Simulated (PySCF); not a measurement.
# HfF4: electronic structure in real space

For HfF4, the scripts below analyse its density (charges, bond critical points, surface potential), see where an electron leaves and enters and measure its response to a uniform field.

Computed with PySCF 2.14.0. Level: levels as typed in each script, gas phase, geometry from GFN2-xTB.

**1. Starting geometry**

SMILES `F[Hf](F)(F)F`, 5 atoms, charge 0, spin multiplicity 1.

Bond lengths: F1–Hf2 1.821 Å, Hf2–F3 1.821 Å, Hf2–F4 1.822 Å, Hf2–F5 1.821 Å. Angles: F1–Hf2–F3 109.6°, F1–Hf2–F4 109.5°, F1–Hf2–F5 109.4°, F3–Hf2–F4 109.4°, F3–Hf2–F5 109.5°, F4–Hf2–F5 109.4°.

Geometry (Å):

| atom | x (Å) | y (Å) | z (Å) |
| --- | --- | --- | --- |
| F1 | -1.2411 | -0.8197 | -1.0513 |
| Hf2 | 0.0001 | 0.0001 | -0.0004 |
| F3 | 1.2409 | 0.8223 | -1.0488 |
| F4 | 0.8222 | -1.2407 | 1.0499 |
| F5 | -0.8226 | 1.2372 | 1.0534 |

**2. Density, bond paths and surface potential (PBE/def2-tzvp)**

input.py

```python
import numpy as np
from pyscf import gto, scf, dft
from pyscf.scf import atom_ks, atom_hf
from scipy.linalg import block_diag

def solve(mol, dm0=None, hcore=None):
    mf = (dft.UKS if mol.spin else dft.RKS)(mol, xc='pbe')
    mf.grids.level = 3
    mf = mf.density_fit(auxbasis='def2-universal-jkfit')
    mf.conv_tol, mf.max_cycle = 1e-8, 80
    if hcore is not None:
        mf.get_hcore = lambda *args: hcore
    mf.kernel(dm0)
    if not mf.converged:
        mf = mf.newton().run(mf.mo_coeff, mf.mo_occ, max_cycle=30)
    assert mf.converged, 'SCF not converged'
    return mf

mol = gto.M(atom='''
F     -1.24110    -0.81974    -1.05131
Hf     0.00007     0.00013    -0.00040
F      1.24090     0.82228    -1.04882
F      0.82220    -1.24071     1.04989
F     -0.82257     1.23716     1.05340
''', basis='def2-tzvp', ecp={'Hf': 'def2-tzvp'}, charge=0, spin=0, verbose=4)
mf = solve(mol)
mf.analyze()
# spherically averaged free atoms, for the promolecule
atom_ks.AtomSphAverageRKS.init_guess_by_vsap = lambda self, mol=None: self.init_guess_by_minao(mol)  # core potentials
atm = atom_ks.get_atm_nrks(mol, xc='pbe')
pro = block_diag(*[(atm[a[0]][2] * atm[a[0]][3]) @ atm[a[0]][2].T for a in mol._atom])
np.savez('result.npz', e=mf.e_tot, c=mf.mo_coeff, occ=mf.mo_occ, eps=mf.mo_energy, pro=pro, dip=mf.dip_moment(verbose=0), s2=mf.spin_square()[0])
```

On the command line:

```sh
$ OMP_NUM_THREADS=1 python input.py
```

**4. Removing and adding an electron (PBE/def2-tzvp)**

input.py

```python
import numpy as np
from pyscf import gto, scf, dft
from pyscf.scf import atom_ks, atom_hf
from scipy.linalg import block_diag

def solve(mol, dm0=None, hcore=None):
    mf = (dft.UKS if mol.spin else dft.RKS)(mol, xc='pbe')
    mf.grids.level = 3
    mf = mf.density_fit(auxbasis='def2-universal-jkfit')
    mf.conv_tol, mf.max_cycle = 1e-8, 80
    if hcore is not None:
        mf.get_hcore = lambda *args: hcore
    mf.kernel(dm0)
    if not mf.converged:
        mf = mf.newton().run(mf.mo_coeff, mf.mo_occ, max_cycle=30)
    assert mf.converged, 'SCF not converged'
    return mf

mol = gto.M(atom='''
F     -1.24110    -0.81974    -1.05131
Hf     0.00007     0.00013    -0.00040
F      1.24090     0.82228    -1.04882
F      0.82220    -1.24071     1.04989
F     -0.82257     1.23716     1.05340
''', basis='def2-tzvp', ecp={'Hf': 'def2-tzvp'}, charge=0, spin=0, verbose=4)
mf = solve(mol)
out = dict(e0=mf.e_tot, dm0=mf.make_rdm1(), c=mf.mo_coeff, occ=mf.mo_occ, eps=mf.mo_energy)
for name, dq, spin in [('cation', 1, 1)]:
    ion = mol.copy().set(charge=mol.charge + dq, spin=spin).build()
    mi = solve(ion)
    if spin and dq > 0 and mol.nao < 130:
        c, _, stable, _ = mi.stability(return_status=True)
        if not stable:
            mi = solve(ion, mi.make_rdm1(c, mi.mo_occ))
    print(name, 'vertical energy change / eV', (mi.e_tot - mf.e_tot) * 27.211386)
    out.update({'e_' + name: mi.e_tot, 'dm_' + name: mi.make_rdm1(), 's2_' + name: mi.spin_square()[0], 'eps_' + name: mi.mo_energy, 'occ_' + name: mi.mo_occ})
# spherically averaged free atoms, for the promolecule
atom_ks.AtomSphAverageRKS.init_guess_by_vsap = lambda self, mol=None: self.init_guess_by_minao(mol)  # core potentials
atm = atom_ks.get_atm_nrks(mol, xc='pbe')
pro = block_diag(*[(atm[a[0]][2] * atm[a[0]][3]) @ atm[a[0]][2].T for a in mol._atom])
np.savez('result.npz', pro=pro, **out)
```

**5. Response to an electric field (PBE/def2-tzvp)**

input.py

```python
import numpy as np
from pyscf import gto, scf, dft
from pyscf.scf import atom_ks, atom_hf
from scipy.linalg import block_diag

def solve(mol, dm0=None, hcore=None):
    mf = (dft.UKS if mol.spin else dft.RKS)(mol, xc='pbe')
    mf.grids.level = 3
    mf = mf.density_fit(auxbasis='def2-universal-jkfit')
    mf.conv_tol, mf.max_cycle = 1e-8, 80
    if hcore is not None:
        mf.get_hcore = lambda *args: hcore
    mf.kernel(dm0)
    if not mf.converged:
        mf = mf.newton().run(mf.mo_coeff, mf.mo_occ, max_cycle=30)
    assert mf.converged, 'SCF not converged'
    return mf

mol = gto.M(atom='''
F     -1.24110    -0.81974    -1.05131
Hf     0.00007     0.00013    -0.00040
F      1.24090     0.82228    -1.04882
F      0.82220    -1.24071     1.04989
F     -0.82257     1.23716     1.05340
''', basis='def2-tzvp', ecp={'Hf': 'def2-tzvp'}, charge=0, spin=0, verbose=4)
field = np.array([0.004, 0.0, 0.0])  # atomic units
mol.set_common_orig(mol.atom_charges() @ mol.atom_coords() / mol.atom_charges().sum())
mf = solve(mol)
out = dict(dm0=mf.make_rdm1(), d0=mf.dip_moment(unit='AU'), e0=mf.e_tot)
for name, sign in (('p', 1), ('m', -1)):
    h = mf.get_hcore() + sign * np.einsum('x,xij->ij', field, mol.intor('int1e_r'))
    mi = solve(mol, mf.make_rdm1(), h)
    out.update({'dm' + name: mi.make_rdm1(), 'd' + name: mi.dip_moment(unit='AU'), 'e' + name: mi.e_tot})
# spherically averaged free atoms, for the promolecule
atom_ks.AtomSphAverageRKS.init_guess_by_vsap = lambda self, mol=None: self.init_guess_by_minao(mol)  # core potentials
atm = atom_ks.get_atm_nrks(mol, xc='pbe')
pro = block_diag(*[(atm[a[0]][2] * atm[a[0]][3]) @ atm[a[0]][2].T for a in mol._atom])
np.savez('result.npz', pro=pro, **out)
```

(Steps that only read results are left out.)

Before running it: what results should come out? Wanted: dipole moment; HOMO, LUMO; polarisability along the field.

As calculated:

| quantity | value |
| --- | --- |
| dipole moment (PBE/def2-tzvp) | 0.01 D |
| HOMO, LUMO (PBE/def2-tzvp) | -10.12, -1.35 eV |
| polarisability along the field (PBE/def2-tzvp) | 30.8 bohr³ |

What this shows: At PBE/def2-tzvp: The highest Hirshfeld charge is on Hf2 (+0.93 e), the lowest on F1, F3, F4 and F5 (−0.23 e). All values hold at the given geometry, in the gas phase.
